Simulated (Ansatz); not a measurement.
# CAs: a ladder of methods at one geometry

Computed with Ansatz 0.2.0 through its Python package.

Notebook, run cell by cell (the value of a cell's last expression is shown):

**Cell 1**
```python
import warnings

import ansatz
```

**Cell 2**
```python
warnings.simplefilter("ignore", ansatz.DeckWarning)

geometry = (
    ansatz.Crystal.molecule()
    .atom("As", [0.0, 0.0, 0.0])
    .atom("C", [0.0, 0.0, 1.885])
)
```

**Cell 3**
```python
job = (
    geometry.calculation()
    .basis(gaussian="def2-SVP")
    .spin("collinear", total=1)
)
```

**Cell 4**
```python
methods = ["mp2", "ccsd", "ccsd_t", "bccd_t"]
batch = ansatz.Session.batch([job.correlation(m).input() for m in methods])
reports = sorted(batch.plan().execute().molecular_reports, key=lambda each: each["member"])
print(f"Hartree-Fock reference {reports[0]['reference_energy_ev'] / 27.211386246:.6f} Ha")
best = reports[-1]["free_energy_ev"] - reports[-1]["reference_energy_ev"]
for method, each in zip(methods, reports):
    gained = each["free_energy_ev"] - each["reference_energy_ev"]
    print(f"{method:8s} total {each['free_energy_ev'] / 27.211386246:.6f} Ha  correlation {gained:9.4f} eV  ({100 * gained / best:.1f} % of the last)")
```
Output:
```text
RunWarning: Member 1: the results are in doubt because among natural orbitals full CI differs from the method by -0.123 eV
Hartree-Fock reference -2271.632778 Ha
mp2      total -2271.886947 Ha  correlation   -6.9163 eV  (81.1 % of the last)
ccsd     total -2271.925894 Ha  correlation   -7.9761 eV  (93.6 % of the last)
ccsd_t   total -2271.941146 Ha  correlation   -8.3911 eV  (98.4 % of the last)
bccd_t   total -2271.946025 Ha  correlation   -8.5239 eV  (100.0 % of the last)
```

Caveats:
- Total energies depend on the basis set; only differences at equal settings carry meaning.
- Warnings are shown shortened and without file and line.
- The geometry is a force-field or estimated start, not a minimum of this method, and the basis set is short of its limit. A lower total doesn't mark the better method: functionals have no common bound, and MP2 and coupled cluster aren't variational.
- The run takes the species as open-shell (spin multiplicity 2), which needn't be its ground state.
- Inner cores stay frozen; a filled d shell under the valence of the heavier atoms is correlated with it.
- The spin state was assumed, and another may lie lower.

(Lines on the test bed's own set-up are left out of the output.)
